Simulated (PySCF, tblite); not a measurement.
**C4H10BO radical: geometry, infrared bands and EPR parameters**

What infrared bands and EPR parameters should C4H10BO radical (`BOC([CH2])(C)C`) show?

Computed with tblite 0.8.0 and PySCF 2.14.0, with density-fitted response routines of our own, on a single molecule in the gas phase. Atoms count from 0, in the outputs and in this text.

### 1 The starting structure

16 atoms, charge 0, multiplicity 2; geometry from: force field or distance geometry start.

Bonds of the start (Å): B0–O1 1.49, O1–C2 1.42, C2–C3 1.55, C2–C4 1.54, C2–C5 1.54, B0–H6 1.17, B0–H7 1.19, C3–H8 1.10, C3–H9 1.12, C4–H10 1.12, C4–H11 1.11, C4–H12 1.11, C5–H13 1.10, C5–H14 1.10, C5–H15 1.13.

### 2 Optimising the geometry with GFN2-xTB

What the job is given:

```
{"job": {"kind": "relax", "xc": "GFN2-xTB", "basis": "xTB"}, "charge": 0, "multiplicity": 2}
B      2.116500     0.740400     0.530500
O      1.218500     0.331400    -0.591200
C     -0.096200     0.019600    -0.161100
C     -0.783300     1.236800     0.513300
C     -0.904000    -0.314300    -1.427700
C     -0.149900    -1.210200     0.767100
H      2.751700    -0.058800     1.105300
H      2.211000     1.890900     0.818500
H     -0.746600     2.124700    -0.129800
H     -1.838400     1.001100     0.805400
H     -0.893200     0.547100    -2.139100
H     -1.964600    -0.557000    -1.191400
H     -0.456700    -1.184300    -1.944200
H     -1.188600    -1.534000     0.948500
H      0.409800    -2.046500     0.315300
H      0.306400    -0.978000     1.769200
```

The run is started by

```
OMP_NUM_THREADS=1 python probes_run.py task.json out
```

This one command runs all jobs of the session in turn.

**Question.** This job is followed by: GFN2-xTB harmonic vibrations, gas phase; UKS B3LYP, pcH-1 on B C H O, non-relativistic, mean-field spin-orbit, GIAO. Predict these results of the whole session: strongest single infrared mode (GFN2-xTB); zero-point energy (GFN2-xTB); g(iso) (B3LYP); ⟨S²⟩; largest a(iso) (averaged by class); potential on the surface of density 0.002 e/bohr³, 1st and 99th percentile.

As calculated:

| quantity | value |
| --- | --- |
| strongest single infrared mode (GFN2-xTB) | 1342 cm⁻¹, 258 km/mol |
| zero-point energy (GFN2-xTB) | 81.4 kcal/mol |
| g(iso) (B3LYP) | 2.00255 |
| ⟨S²⟩ | 0.754 (exact 0.75) |
| largest a(iso) (averaged by class) | 13C on C3, 91.6 MHz |
| potential on the surface of density 0.002 e/bohr³, 1st and 99th percentile | -1.13 V and 0.98 V |

What this shows: Relaxing lowered the energy by 1.443 eV in 179 steps; the close pair that moved most is B0–O1, from 1.494 to 1.321 Å. All 42 modes are real, so the xTB geometry is a minimum. The strongest single mode, at 1342 cm⁻¹, moves mainly B0 and O1. Unscaled tight-binding wavenumbers are off by several per cent, some by more. Its intensities can rank the bands wrongly. Most of the unpaired spin sits on C3 (1.08 e). The isotropic g lies 0.2 ppt above the free-electron value. The conformer search found further structures of the same energy, which may be mirror or relabelled copies of this one.
